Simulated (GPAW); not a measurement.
**CrH4 (SMILES [H][Cr]([H])([H])[H]): levels of theory compared**

Aim: a comparison of 3 runs (UPBE/real-space grid, U-vdW-DF-cx/dzp, UPBE/dzp) of CrH4. Input form: an ASE script.

Program for the calculation: GPAW 26.7.0.

1 further run of the same task is left out (it didn't finish).

## 1. Starting point

CrH4 has 5 atoms, charge 0, and is taken as a triplet. SMILES: `[H][Cr]([H])([H])[H]`. The shape comes from GFN2-xTB, which is rough for such elements, and wasn't checked as a minimum.

Bond lengths: Cr1–H2 1.553 Å, Cr1–H3 1.553 Å, Cr1–H4 1.552 Å, Cr1–H5 1.553 Å. Angles: H2–Cr1–H3 109.4°, H2–Cr1–H4 109.7°, H2–Cr1–H5 109.3°, H3–Cr1–H4 109.3°, H3–Cr1–H5 109.2°, H4–Cr1–H5 109.8°.

## 2. Energy and one-electron properties at UPBE/real-space grid (scalar-relativistic datasets) (run 1)

Input file mol.xyz:

```xyz
5

Cr    -0.002300     0.001930     0.000380
H      0.009710    -0.019490     1.552760
H      1.458230     0.009740    -0.528040
H     -0.736930     1.274070    -0.500210
H     -0.728720    -1.266260    -0.524880
```

Input file calc.py:

```python
import numpy as np
from ase.io import read
from ase.units import Debye
from gpaw import GPAW

molecule = read('mol.xyz')
molecule.center(vacuum=4.5)
molecule.set_initial_magnetic_moments([2.0, 0.0, 0.0, 0.0, 0.0])

dft = GPAW(mode='fd',
           h=0.18,
           xc='PBE',
           occupations={'name': 'fermi-dirac', 'width': 0.01, 'fixmagmom': True},
           maxiter=150,
           symmetry='off',
           txt='-')
molecule.calc = dft

energy = molecule.get_potential_energy()
print(f'Energy: {energy:.5f} eV')
forces = molecule.get_forces()
print('Forces (eV/Ang)')
for symbol, f in zip(molecule.symbols, forces):
    print(f'{symbol:2} {f[0]:9.4f} {f[1]:9.4f} {f[2]:9.4f}')
dipole = molecule.get_dipole_moment() / Debye
print(f'Dipole                  {np.linalg.norm(dipole):.3f} D')
print('Moments:', molecule.get_magnetic_moments().round(3))
```

Started as:

```console
python calc.py > calc.log
```

Standard output:

```text
[...]
Number of symmetries: 1
[...]
  Number of IBZ points: 1
[...]
Spin-components: 2 (collinear spins)
Bands:           12
[...]
  Valence electrons: 10.0
[...]
  Grid points: [64 64 60]
  Charge: 0.0  # |e|
[...]
    cutoffs:
[...]
occupation numbers:
  Fixed magnetic moment: 2.000
[...]
xc functional:
  name: PBE with 2 nearest neighbor stencil
[...]
|iter     |     time |      energy | eigst |  dens |  magmom |
[...]
|iter:   1| 00:00:03 |  -19.269921 | +1.23 |       |  +1.9901|
[...]
|iter:  35| 00:01:07 |  -18.459754c| -7.55c| -5.95c|  +2.0000|
Converged in 35 steps
[...]
Energy contributions relative to reference atoms: (reference = -28632.338099)
Energy contributions:
  Kinetic:           3.129467
  Coulomb:          -9.248699
  Zero:              0.143772
  External:          0.000000
  Xc:              -12.484294
  Entropy:          -0.000000
  Spinorbit:         0.000000
  ----------------------------
  Free energy:     -18.459754
  Extrapolated:    -18.459754
dipole moment: (-0.002954, 0.002290, 0.000275)  # |e|*Ang
Total magnetic moment: (0.000000, 0.000000, 2.000000)
Local magnetic moments
|        x |        y |         z |
|----------|----------|-----------|
| 0.000000 | 0.000000 |  2.117996 |  # Cr   0
| 0.000000 | 0.000000 | -0.032818 |  # H    1
| 0.000000 | 0.000000 | -0.032905 |  # H    2
| 0.000000 | 0.000000 | -0.032740 |  # H    3
| 0.000000 | 0.000000 | -0.032740 |  # H    4
Fermi levels: -4.520, -6.943
Eigenvalues  # (at kpt = [0.000, 0.000, 0.000])
| band index |      eig [eV] | occ [0-1] |      eig [eV] | occ [0-1] |
|------------|---------------|-----------|---------------|-----------|
|          0 |        -8.906 |     1.000 |        -8.799 |     1.000 |
|          1 |        -7.987 |     1.000 |        -7.658 |     1.000 |
|          2 |        -7.983 |     1.000 |        -7.656 |     1.000 |
|          3 |        -7.980 |     1.000 |        -7.652 |     1.000 |
|          4 |        -6.276 |     1.000 |        -3.418 |     0.000 |
|          5 |        -6.272 |     1.000 |        -3.416 |     0.000 |
|          6 |        -3.720 |     0.000 |        -2.956 |     0.000 |
|          7 |        -3.711 |     0.000 |        -2.947 |     0.000 |
|          8 |        -3.703 |     0.000 |        -2.939 |     0.000 |
|          9 |         0.567 |     0.000 |         0.546 |     0.000 |
|         10 |         1.044 |     0.000 |         1.090 |     0.000 |
|         11 |         1.184 |     0.000 |         1.237 |     0.000 |
Gap: 2.552 eV
Transition (v -> c):
[...]
Forces (eV/Ang)
Cr    0.0114   -0.0213    0.0296
H     0.0018   -0.0027    0.7044
H     0.6462    0.0074   -0.2303
H    -0.3366    0.5858   -0.2243
H    -0.3279   -0.5632   -0.2407
Dipole                  0.018 D
Moments: [ 2.118 -0.033 -0.033 -0.033 -0.033]
```

Wall time 68 s (1 thread of Intel Xeon 6975P-C (Granite Rapids), shared host); peak memory 0.86 GiB.

## 3. The charge distribution at U-vdW-DF-cx/dzp (scalar-relativistic datasets) (run 2)

Input file gs.xyz:

```xyz
5

Cr    -0.002300     0.001930     0.000380
H      0.009710    -0.019490     1.552760
H      1.458230     0.009740    -0.528040
H     -0.736930     1.274070    -0.500210
H     -0.728720    -1.266260    -0.524880
```

Input file gs.py:

```python
import numpy as np
from ase.io import read
from ase.units import Debye
from gpaw import GPAW

molecule = read('gs.xyz')
molecule.set_cell([13.0, 13.0, 13.0])
molecule.center()
molecule.set_initial_magnetic_moments([2.0, 0.0, 0.0, 0.0, 0.0])

calculator = GPAW(mode='lcao',
                  basis='dzp',
                  h=0.18,
                  xc={'name': 'vdW-DF-cx', 'backend': 'libvdwxc'},
                  occupations={'name': 'fermi-dirac', 'width': 0.05, 'fixmagmom': True},
                  maxiter=100,
                  poissonsolver={'name': 'fd'},
                  symmetry='off',
                  txt='-')
molecule.calc = calculator

energy = molecule.get_potential_energy()
print(f'Energy: {energy:.5f} eV')
forces = molecule.get_forces()
print('Forces (eV/Ang)')
for symbol, f in zip(molecule.symbols, forces):
    print(f'{symbol:2} {f[0]:9.4f} {f[1]:9.4f} {f[2]:9.4f}')
dipole = molecule.get_dipole_moment() / Debye
print(f'Dipole: {np.linalg.norm(dipole):.3f} D')
```

Started as:

```console
OMP_NUM_THREADS=1 python gs.py
```

Standard output:

```text
[...]
Number of symmetries: 1
[...]
  Number of IBZ points: 1
[...]
basis functions: 35
Spin-components: 2 (collinear spins)
Bands:           12
[...]
  Valence electrons: 10.0
[...]
  Grid points: [72 72 72]
  Charge: 0.0  # |e|
[...]
    cutoffs:
[...]
occupation numbers:
  Fixed magnetic moment: 2.000
[...]
xc functional:
  name: vdW-DF-cx with libvdwxc
[...]
|iter     |     time |      energy | eigst |  dens |  magmom |
[...]
|iter:   1| 00:00:16 |   -1.379042 |      c|       |  +1.9788|
[...]
|iter:  11| 00:01:16 |   -1.056691c|      c| -4.11c|  +2.0000|
Converged in 11 steps
[...]
Energy contributions relative to reference atoms: (reference = -28632.338099)
Energy contributions:
  Kinetic:          -3.862953
  Coulomb:          -1.799008
  Zero:              0.063780
  External:          0.000000
  Xc:                4.541490
  Entropy:          -0.000000
  Spinorbit:         0.000000
  ----------------------------
  Free energy:      -1.056691
  Extrapolated:     -1.056691
dipole moment: (-0.002850, 0.002209, 0.000309)  # |e|*Ang
Total magnetic moment: (0.000000, 0.000000, 2.000002)
Local magnetic moments
|        x |        y |         z |
|----------|----------|-----------|
| 0.000000 | 0.000000 |  2.129419 |  # Cr   0
| 0.000000 | 0.000000 | -0.037072 |  # H    1
| 0.000000 | 0.000000 | -0.037133 |  # H    2
| 0.000000 | 0.000000 | -0.037024 |  # H    3
| 0.000000 | 0.000000 | -0.037053 |  # H    4
Fermi levels: -4.471, -5.664
Eigenvalues  # (at kpt = [0.000, 0.000, 0.000])
| band index |      eig [eV] | occ [0-1] |      eig [eV] | occ [0-1] |
|------------|---------------|-----------|---------------|-----------|
|          0 |        -8.651 |     1.000 |        -8.491 |     1.000 |
|          1 |        -7.785 |     1.000 |        -7.392 |     1.000 |
|          2 |        -7.782 |     1.000 |        -7.390 |     1.000 |
|          3 |        -7.780 |     1.000 |        -7.386 |     1.000 |
|          4 |        -6.031 |     1.000 |        -3.255 |     0.000 |
|          5 |        -6.029 |     1.000 |        -3.253 |     0.000 |
|          6 |        -3.261 |     0.000 |        -2.359 |     0.000 |
|          7 |        -3.248 |     0.000 |        -2.346 |     0.000 |
|          8 |        -3.238 |     0.000 |        -2.337 |     0.000 |
|          9 |         3.266 |     0.000 |         3.302 |     0.000 |
|         10 |         7.733 |     0.000 |         8.267 |     0.000 |
|         11 |         7.743 |     0.000 |         8.274 |     0.000 |
Gap: 2.769 eV
Transition (v -> c):
[...]
Forces (eV/Ang)
Cr    0.0108   -0.0212   -0.0034
H     0.0073   -0.0084    0.8660
H     0.8043    0.0071   -0.2805
H    -0.4262    0.7204   -0.2872
H    -0.4088   -0.6974   -0.2936
Dipole: 0.017 D
```

Run time: 76 s. Hardware: 1 thread of Intel Xeon 6975P-C (Granite Rapids), shared host; peak memory 2.7 GiB.

## 4. Energy and one-electron properties at UPBE/dzp (scalar-relativistic datasets) (run 3)

Input file crh4.py:

```python
import numpy as np
from ase import Atoms
from ase.units import Debye
from gpaw import GPAW

# Set up the molecule
system = Atoms("CrHHHH",
    positions=[[ -0.002300,   0.001930,   0.000380],
               [  0.009710,  -0.019490,   1.552760],
               [  1.458230,   0.009740,  -0.528040],
               [ -0.736930,   1.274070,  -0.500210],
               [ -0.728720,  -1.266260,  -0.524880]])
system.center(vacuum=4.5)
system.set_initial_magnetic_moments([2.0, 0.0, 0.0, 0.0, 0.0])

# DFT calculator
calc = GPAW(mode="lcao",
            basis="dzp",
            h=0.18,
            xc="PBE",
            occupations={"name": "fermi-dirac", "width": 0.01, "fixmagmom": True},
            maxiter=150,
            symmetry="off",
            txt="-")
system.calc = calc

energy = system.get_potential_energy()
print(f"Energy                  {energy:.5f} eV")
forces = system.get_forces()
print("Forces (eV/Ang)")
for symbol, f in zip(system.symbols, forces):
    print(f'{symbol:2} {f[0]:9.4f} {f[1]:9.4f} {f[2]:9.4f}')
dipole = system.get_dipole_moment() / Debye
print(f"Dipole                  {np.linalg.norm(dipole):.3f} D")
print("Moments:", system.get_magnetic_moments().round(3))
```

Started as:

```console
python crh4.py > crh4.log
```

Standard output (excerpt; [...] marks lines left out):

```text
[...]
Number of symmetries: 1
[...]
  Number of IBZ points: 1
[...]
basis functions: 35
Spin-components: 2 (collinear spins)
Bands:           12
[...]
  Valence electrons: 10.0
[...]
  Grid points: [64 64 60]
  Charge: 0.0  # |e|
[...]
    cutoffs:
[...]
occupation numbers:
  Fixed magnetic moment: 2.000
[...]
xc functional:
  name: PBE with 2 nearest neighbor stencil
[...]
|iter     |     time |      energy | eigst |  dens |  magmom |
[...]
|iter:   1| 00:00:05 |  -18.100905 |      c|       |  +1.9788|
[...]
|iter:  10| 00:00:13 |  -17.798276c|      c| -4.11c|  +2.0000|
Converged in 10 steps
[...]
Energy contributions relative to reference atoms: (reference = -28632.338099)
Energy contributions:
  Kinetic:          -6.539342
  Coulomb:           0.475479
  Zero:              0.064496
  External:          0.000000
  Xc:              -11.798909
  Entropy:          -0.000000
  Spinorbit:         0.000000
  ----------------------------
  Free energy:     -17.798276
  Extrapolated:    -17.798276
dipole moment: (-0.002903, 0.002186, 0.000157)  # |e|*Ang
Total magnetic moment: (0.000000, 0.000000, 1.999997)
Local magnetic moments
|        x |        y |         z |
|----------|----------|-----------|
| 0.000000 | 0.000000 |  2.106652 |  # Cr   0
| 0.000000 | 0.000000 | -0.035246 |  # H    1
| 0.000000 | 0.000000 | -0.035375 |  # H    2
| 0.000000 | 0.000000 | -0.035186 |  # H    3
| 0.000000 | 0.000000 | -0.035194 |  # H    4
Fermi levels: -5.156, -6.895
Eigenvalues  # (at kpt = [0.000, 0.000, 0.000])
| band index |      eig [eV] | occ [0-1] |      eig [eV] | occ [0-1] |
[...]
Gap: 2.847 eV
Transition (v -> c):
[...]
Forces (eV/Ang)
Cr    0.0182   -0.0221   -0.0106
H     0.0023   -0.0097    0.8300
H     0.7656    0.0080   -0.2728
H    -0.3984    0.6870   -0.2665
H    -0.3911   -0.6653   -0.2844
Dipole                  0.017 D
Moments: [ 2.107 -0.035 -0.035 -0.035 -0.035]
```

Run time: 13 s. Hardware: 1 thread of Intel Xeon 6975P-C (Granite Rapids), shared host; peak memory 0.87 GiB.

## 5. Overview of the runs

```tsv
run	level	mode	vacuum round the molecule	energy (Eh)	dipole moment (D)	HOMO energy (eV)	LUMO energy (eV)	wall time
1	UPBE/real-space grid (scalar-relativistic datasets)	fd	4.5	-1052.897401	0.02	-6.27	-3.72	68 s
2	U-vdW-DF-cx/dzp (scalar-relativistic datasets)	lcao	5	-1052.257850	0.02	-6.03	-3.26	76 s
3	UPBE/dzp (scalar-relativistic datasets)	lcao	4.5	-1052.873092	0.02	-6.11	-3.27	13 s
```

## 6. Results

| quantity | value |
| --- | --- |
| run 3: energy as printed (from the program's reference atoms) | -17.7983 eV |
| run 3: dipole moment | 0.02 D |
| run 3: HOMO energy (highest over α and β) | -6.11 eV |
| run 3: LUMO energy (lowest over α and β) | -3.27 eV |
| run 3: largest force on an atom | 0.838 eV/Å |

Totals of different functionals can't be ranked against each other. All runs together took 2.6 min, the longest 76 s.
